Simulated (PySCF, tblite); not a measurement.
# C₃H₁₂BNSi₂: geometry, infrared bands and NMR shifts

What infrared bands and NMR shifts should C₃H₁₂BNSi₂ (`BN[Si@H]1C[Si@H](C)C1`) show?

Programs: tblite 0.8.0 and PySCF 2.14.0, with density-fitted response routines of our own. Each step states its level of theory. These are calculated values for one molecule in the gas phase, unless marked as measured. Atoms are numbered from 0 throughout.

## 1. Starting geometry

19 atoms, charge 0, multiplicity 1; geometry from: force field or distance geometry start.

Bonds of the start (Å): B0–N1 1.54, N1–Si2 1.79, Si2–C3 1.87, C3–Si4 1.86, Si4–C5 1.87, Si4–C6 1.87, C6–Si2 1.88, B0–H7 1.17, B0–H8 1.19, N1–H9 1.04, Si2–H10 1.47, C3–H11 1.10, C3–H12 1.13, Si4–H13 1.47, C5–H14 1.12, C5–H15 1.10, C5–H16 1.11, C6–H17 1.10, C6–H18 1.11.

## 2. Geometry optimisation with GFN2-xTB

The job: settings as JSON, then the geometry in Å.

```
{"job": {"kind": "relax", "xc": "GFN2-xTB", "basis": "xTB"}, "charge": 0, "multiplicity": 1}
B      3.447200    -0.017800     0.218500
N      2.367700     0.036100    -0.875100
Si     0.895900    -0.721700    -0.198000
C      0.005100     0.426600     0.982600
Si    -1.448100     0.677500    -0.144100
C     -3.010600    -0.095900     0.520800
C     -0.567100    -0.455700    -1.345900
H      4.468300    -0.561800     0.017000
H      3.282200     0.546800     1.247300
H      2.157300     1.037200    -1.043200
H      1.048500    -2.103500     0.266700
H      0.564500     1.355600     1.169600
H     -0.290100    -0.102800     1.935100
H     -1.573900     2.059100    -0.641200
H     -3.375900     0.512000     1.384000
H     -3.782200    -0.117300    -0.258600
H     -2.787900    -1.126900     0.862700
H     -0.278400     0.056900    -2.277200
H     -1.132300    -1.395000    -1.510200
```

Command:

```sh
OMP_NUM_THREADS=1 python probes_run.py task.json out
```

This one command runs all jobs of the session in turn.

**Question.** This job is followed by: GFN2-xTB harmonic vibrations, gas phase; GIAO PBE0/pcSseg-1 NMR shielding, non-relativistic, gas phase. What will the session give for the following? strongest single infrared mode (GFN2-xTB); zero-point energy (GFN2-xTB); 13C shifts against TMS (PBE0/pcSseg-1, means over atoms taken as alike); 1H shifts against TMS (PBE0/pcSseg-1, means over atoms taken as alike); 11B shifts against BF3·OEt2 (PBE0/pcSseg-1); 15N shifts against NH3 (PBE0/pcSseg-1); 29Si shifts against TMS (PBE0/pcSseg-1); surface potential, 1st and 99th percentile.

As calculated:

```
                                                               quantity                                         value
                              strongest single infrared mode (GFN2-xTB)                         1371 cm⁻¹, 428 km/mol
                                           zero-point energy (GFN2-xTB)                                 90.5 kcal/mol
13C shifts against TMS (PBE0/pcSseg-1, means over atoms taken as alike)                                 8.3, -0.4 ppm
 1H shifts against TMS (PBE0/pcSseg-1, means over atoms taken as alike)  5.55, 5.13, 5.07, 4.99, 0.66, 0.61, 0.31 ppm
                            11B shifts against BF3·OEt2 (PBE0/pcSseg-1)                                      42.5 ppm
                                 15N shifts against NH3 (PBE0/pcSseg-1)                                     146.4 ppm
                                29Si shifts against TMS (PBE0/pcSseg-1)                               -2.9, -17.3 ppm
                                  surface potential, 1st and 99th percentile                            -0.53 V and 1.47 V
```

In words: Relaxing lowered the energy by 1.472 eV in 84 steps; the close pair that moved most is B0–N1, from 1.538 to 1.391 Å. The lowest mode is slightly imaginary (18i cm⁻¹), a soft motion within the noise of the Hessian, so the minimum is not strictly shown. Unscaled tight-binding wavenumbers are off by several per cent, some by more. Its intensities can rank the bands wrongly. At PBE0/pcSseg-1: The largest span, 231 ppm, is at N1, where the paramagnetic term is -204 ppm.
